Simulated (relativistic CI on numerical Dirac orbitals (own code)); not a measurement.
# Ru³⁺: 4d valence photoemission multiplets

Wanted: the shape of the 4d valence photoemission spectrum of Ru³⁺ in 3 surroundings, from the same atomic integrals.

Program: relativistic CI on numerical Dirac orbitals (own code) version 1. Level of theory: Dirac-Coulomb-Breit CI, KLI orbitals optimised for each configuration, model QED (radiative potential, 1s self-energy scaled to tabulated hydrogen-like ionisation energies), valence Slater integrals scaled by 0.7, multiplet model of photoemission in the sudden approximation in a parametric crystal field. These are calculated values, not measurements, unless marked.

## 1. Starting point

```
ion            : Ru³⁺ (Ru IV)
nuclear charge : 44
electrons      : 41
configurations : [Kr] 4d5 → [Kr] 4d4
temperature    : 80 K
widths         : Lorentz 0.21 eV, Gauss 0.5 eV
surrounding 1  : Td, 10Dq = -13700 cm⁻¹
surrounding 2  : Td, 10Dq = -8950 cm⁻¹
surrounding 3  : D4h, 10Dq = 22400, Ds = 1060, Dt = 970 cm⁻¹
```

## 2. Surrounding 1: Td, 10Dq = -13700

The run's settings:

```ini
atom Ru  Z=44  charge=3  electrons=41
nucleus A=102  rms_radius_fm=4.4809
hamiltonian dirac-coulomb  breit=on  qed=on  c_scale=1
orbitals kli  potential=per-configuration
slater_scale 0.7
correlation none
mixing on
configurations
  [Kr] 4d5
  [Kr] 4d4
end
photoemission 4d valence T=80 lorentz=0.21 gauss=0.5
crystal_field Td 10Dq=-13700
```

Results of the run (chosen fields of its result record, rounded):

```text
{
  "status": "converged",
  "curve, one point in 1 above 2 % of the maximum [energy, intensity] [eV; 1/eV]": [
    [42.4, 0.01483],
    [42.5, 0.01786],
    [42.6, 0.02214],
    [42.7, 0.02841],
    [42.8, 0.03773],
    [42.9, 0.05198],
    [43, 0.07473],
    [43.1, 0.1125],
    [43.2, 0.1746],
    [43.3, 0.2691],
    [43.4, 0.3945],
    [43.5, 0.5321],
    [43.6, 0.6475],
    [43.7, 0.7048],
    [43.8, 0.6848],
    [43.9, 0.5958],
    [44, 0.4684],
    [44.1, 0.3385],
    [44.2, 0.2314],
    [44.3, 0.156],
    [44.4, 0.1091],
    [44.5, 0.08317],
    [44.6, 0.07175],
    [44.7, 0.07208],
    [44.8, 0.08575],
    [44.9, 0.1184],
    [45, 0.1768],
    [45.1, 0.262],
    [45.2, 0.361],
    [45.3, 0.4454],
    [45.4, 0.4838],
    [45.5, 0.4615],
    [45.6, 0.3894],
    [45.7, 0.2956],
    [45.8, 0.2071],
    [45.9, 0.1386],
    [46, 0.09185],
    [46.1, 0.06211],
    [46.2, 0.0436],
    [46.3, 0.03191],
    [46.4, 0.02426],
    [46.5, 0.01902],
    [46.6, 0.01531]
  ],
  "sticks, the strongest [energy, strength] [eV, share]": [
    [43.57, 0.1305],
    [43.58, 0.01751],
    [43.65, 0.1161],
    [43.76, 0.0774],
    [43.79, 0.1168],
    [43.87, 0.1148],
    [44.09, 0.01071],
    [45.33, 0.02993],
    [45.37, 0.05526],
    [45.38, 0.09541],
    [45.39, 0.09194],
    [45.44, 0.03753],
    [45.56, 0.0399],
    [45.62, 0.01426]
  ],
  "centroid [eV]": 44.4004,
  "spread [eV]": 0.855253,
  "peak [eV]": 43.7,
  "ground_S": 2.45496,
  "radial 4d4 [Ha, bohr]": {"<r^-3>(4d)": 7.3488, "<r^1>(4d)": 1.3722, "<r^2>(4d)": 2.1892, "<r^4>(4d)": 8.0055, "F2(4d,4d)": 0.33614, "F4(4d,4d)": 0.22216, "zeta(4d)": 0.0057924}
}
```

It took 0.2 s on 1 thread, shared host.

## 3. Surrounding 2: Td, 10Dq = -8950

The settings differ from step 2 so:

```diff
@@ -12,2 +12,2 @@
 photoemission 4d valence T=80 lorentz=0.21 gauss=0.5
-crystal_field Td 10Dq=-13700
+crystal_field Td 10Dq=-8950
```

Result record:

```text
{
  "status": "converged",
  "curve, one point in 2 above 2 % of the maximum [energy, intensity] [eV; 1/eV]": [
    [42.7, 0.01654],
    [42.9, 0.02407],
    [43.1, 0.04027],
    [43.3, 0.08649],
    [43.5, 0.223],
    [43.7, 0.4938],
    [43.9, 0.7295],
    [44.1, 0.6652],
    [44.3, 0.3948],
    [44.5, 0.2186],
    [44.7, 0.2506],
    [44.9, 0.4312],
    [45.1, 0.5255],
    [45.3, 0.3764],
    [45.5, 0.1734],
    [45.7, 0.07079],
    [45.9, 0.03646],
    [46.1, 0.02358],
    [46.3, 0.01653]
  ],
  "sticks, the strongest [energy, strength] [eV, share]": [
    [43.85, 0.1225],
    [43.9, 0.121],
    [44, 0.07973],
    [44.02, 0.1183],
    [44.1, 0.1166],
    [45.06, 0.1875],
    [45.09, 0.0746],
    [45.17, 0.04488]
  ],
  "centroid [eV]": 44.4139,
  "spread [eV]": 0.573006,
  "peak [eV]": 44.0,
  "ground_S": 2.48182
}
```

Run time: 0.2 s. Hardware: 1 thread, shared host.

## 4. Surrounding 3: D4h, 10Dq = 22400, Ds = 1060, Dt = 970

The settings differ from step 3 so:

```diff
@@ -12,2 +12,2 @@
 photoemission 4d valence T=80 lorentz=0.21 gauss=0.5
-crystal_field Td 10Dq=-8950
+crystal_field D4h 10Dq=22400 Ds=1060 Dt=970
```

Result record:

```text
{
  "status": "converged",
  "curve, one point in 3 above 2 % of the maximum [energy, intensity] [eV; 1/eV]": [
    [41.8, 0.01231],
    [42.1, 0.0213],
    [42.4, 0.05515],
    [42.7, 0.1982],
    [43, 0.4276],
    [43.3, 0.5469],
    [43.6, 0.4329],
    [43.9, 0.2345],
    [44.2, 0.276],
    [44.5, 0.3668],
    [44.8, 0.2294],
    [45.1, 0.1212],
    [45.4, 0.102],
    [45.7, 0.06127],
    [46, 0.03013],
    [46.3, 0.02436],
    [46.6, 0.0238],
    [46.9, 0.01795],
    [47.2, 0.01181],
    [47.7, 0.01391],
    [48, 0.01434]
  ],
  "sticks, the strongest [energy, strength] [eV, share]": [
    [42.94, 0.07513],
    [42.95, 0.06206],
    [43.29, 0.07635],
    [43.34, 0.1839],
    [43.63, 0.07396],
    [44.3, 0.06216],
    [44.43, 0.06854],
    [44.52, 0.06178]
  ],
  "centroid [eV]": 43.9374,
  "spread [eV]": 0.981728,
  "peak [eV]": 43.3,
  "ground_S": 1.07211
}
```

Run time: 0.19 s. Hardware: 1 thread, shared host.

## 5. The spectra side by side

| surrounding | ground S | centroid (eV) | spread (eV) | up to four highest peaks (% of the highest), eV |
| --- | --- | --- | --- | --- |
| 1: Td | 2.45 | 44.40 | 0.86 | 43.7 (100), 45.4 (69) |
| 2: Td | 2.48 | 44.41 | 0.57 | 44.0 (100), 45.1 (71) |
| 3: D4h | 1.07 | 43.94 | 0.98 | 43.3 (100), 44.5 (67) |

## 6. Summary of results

| quantity | value |
| --- | --- |
| highest peak, first run | 43.7 eV |
| ground spin (effective S from ⟨S²⟩) | 1.07 to 2.48 |

**Reading.** The ground spin changes between the runs (2.48 to 1.07), and the line shape with it. The position of the maximum differs by up to 0.7 eV between the surroundings, by shifts of peaks or by peaks exchanging rank. Energies are those of the free ion without screening by ligands; binding energies in solids differ by tens of eV.
